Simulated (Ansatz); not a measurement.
Debugging a short molecular-dynamics run of BClH2Se, SMILES ClB[SeH] (the Python package of Ansatz (0.2.0)).

The script reads `bclh2se.xyz`:
```text
5

Cl   -2.00990   -0.14380    0.32690
B    -0.34280   -0.45000   -0.25010
Se    0.90860    1.07280   -0.58120
H     0.08900   -1.55130   -0.41580
H     1.40500    0.99870    0.87880
```

The cells in order, each with its output:

In [1]:
```python
import ansatz as az
import numpy as np
```

In [2]:
```python
molecule = az.Crystal.molecule_from_extxyz("bclh2se.xyz")

base = (
    molecule.calculation()
    .basis(gaussian="def2-SVP")
    .functional("hf")
)
symbols = [site.symbol for site in molecule.cartesian_sites]
start = np.array([site.position_ang for site in molecule.cartesian_sites], dtype=float)
rep = base.relax(force_tolerance=0.02, max_steps=30).run(cores=2).report
end = np.array(rep["positions_ang"])
minimum = az.Crystal.molecule()
for symbol, place in zip(symbols, end):
    minimum = minimum.atom(symbol, place.tolist())
```
```text
Traceback (most recent call last):
  File "<cell 2>", line 10, in <module>
    rep = base.relax(force_tolerance=0.02, max_steps=30).run(cores=2).report
          ~~~~~~~~~~~~~~~~~~~~~~~~~~~~~~~~~~~~~~~~~~~~~~~~~~^^^^^^^^^
TypeError: Calculation.run() got an unexpected keyword argument 'cores'
```

Why does it end like this?

The fault: run() has no such keyword. The cap on steps that the faulty run carried goes too. The correction:

```diff
--- before
+++ after
@@
 start = np.array([site.position_ang for site in molecule.cartesian_sites], dtype=float)
-rep = base.relax(force_tolerance=0.02, max_steps=30).run(cores=2).report
+rep = base.relax(force_tolerance=0.02).run().report
 end = np.array(rep["positions_ang"])
```

Run as a notebook:

(earlier cells as before)

```python
molecule = az.Crystal.molecule_from_extxyz("bclh2se.xyz")

base = (
    molecule.calculation()
    .basis(gaussian="def2-SVP")
    .functional("hf")
)
symbols = [site.symbol for site in molecule.cartesian_sites]
start = np.array([site.position_ang for site in molecule.cartesian_sites], dtype=float)
rep = base.relax(force_tolerance=0.02).run().report
end = np.array(rep["positions_ang"])
minimum = az.Crystal.molecule()
for symbol, place in zip(symbols, end):
    minimum = minimum.atom(symbol, place.tolist())
```

```python
# dynamics from the relaxed geometry
base = (
    minimum.calculation()
    .basis(gaussian="def2-SVP")
    .functional("hf")
    .md("nvt_langevin", timestep=0.25, steps=40, temperature=500, initial_velocities="maxwell_boltzmann", seed=39, friction=0.01)
)
frames = []
out = base.session().plan().execute(on_event=lambda e: frames.append(e["data"]) if e["event"] == "md_step" else None)
print("t (fs)   E_pot (eV)      E_kin (eV)   T (K)   d(0-1) (A)")
for f in frames[::2]:
    xyz = np.array(f["positions_ang"])
    print(f"{f['time_fs']:6.2f} {f['lagrangian_ev']:14.5f} {f['e_kin_ev']:10.5f} {f['temperature_k']:8.1f} {np.linalg.norm(xyz[0] - xyz[1]):9.4f}")
print("mean temperature", round(float(np.mean([f["temperature_k"] for f in frames])), 1), "K")
```

    t (fs)   E_pot (eV)      E_kin (eV)   T (K)   d(0-1) (A)
      0.00   -78499.15812    0.25852    400.0    1.7596
      0.50   -78499.15067    0.23746    367.4    1.7590
      1.00   -78499.13016    0.23706    366.8    1.7578
      1.50   -78499.10217    0.21011    325.1    1.7563
      2.00   -78499.07545    0.19088    295.3    1.7549
      2.50   -78499.06032    0.17120    264.9    1.7534
      3.00   -78499.06241    0.18165    281.1    1.7519
      3.50   -78499.07350    0.18091    279.9    1.7504
      4.00   -78499.09139    0.19226    297.5    1.7488
      4.50   -78499.10692    0.21123    326.8    1.7476
      5.00   -78499.11473    0.22861    353.7    1.7466
      5.50   -78499.11117    0.23781    368.0    1.7458
      6.00   -78499.09705    0.20793    321.7    1.7449
      6.50   -78499.07576    0.17942    277.6    1.7439
      7.00   -78499.05228    0.14391    222.7    1.7430
      7.50   -78499.03263    0.11761    182.0    1.7423
      8.00   -78499.02100    0.11543    178.6    1.7418
      8.50   -78499.01984    0.11830    183.0    1.7418
      9.00   -78499.02835    0.12943    200.3    1.7417
      9.50   -78499.04690    0.14747    228.2    1.7423
     10.00   -78499.06960    0.16478    255.0    1.7433
    mean temperature 283.9 K

Notes:
- Total energies depend on the basis set; only differences at equal settings carry meaning.
- The trajectory is only some femtoseconds long, so its temperature is not equilibrated; where the script doesn't relax first, it starts from a rough generated geometry.
- The printed temperature counts all 3N degrees of freedom under Langevin dynamics, so the first row lies under the target.
- The whole script took 100 s on 1 thread of Arm Neoverse N1, with other jobs on the host, peak memory 0.21 GiB.
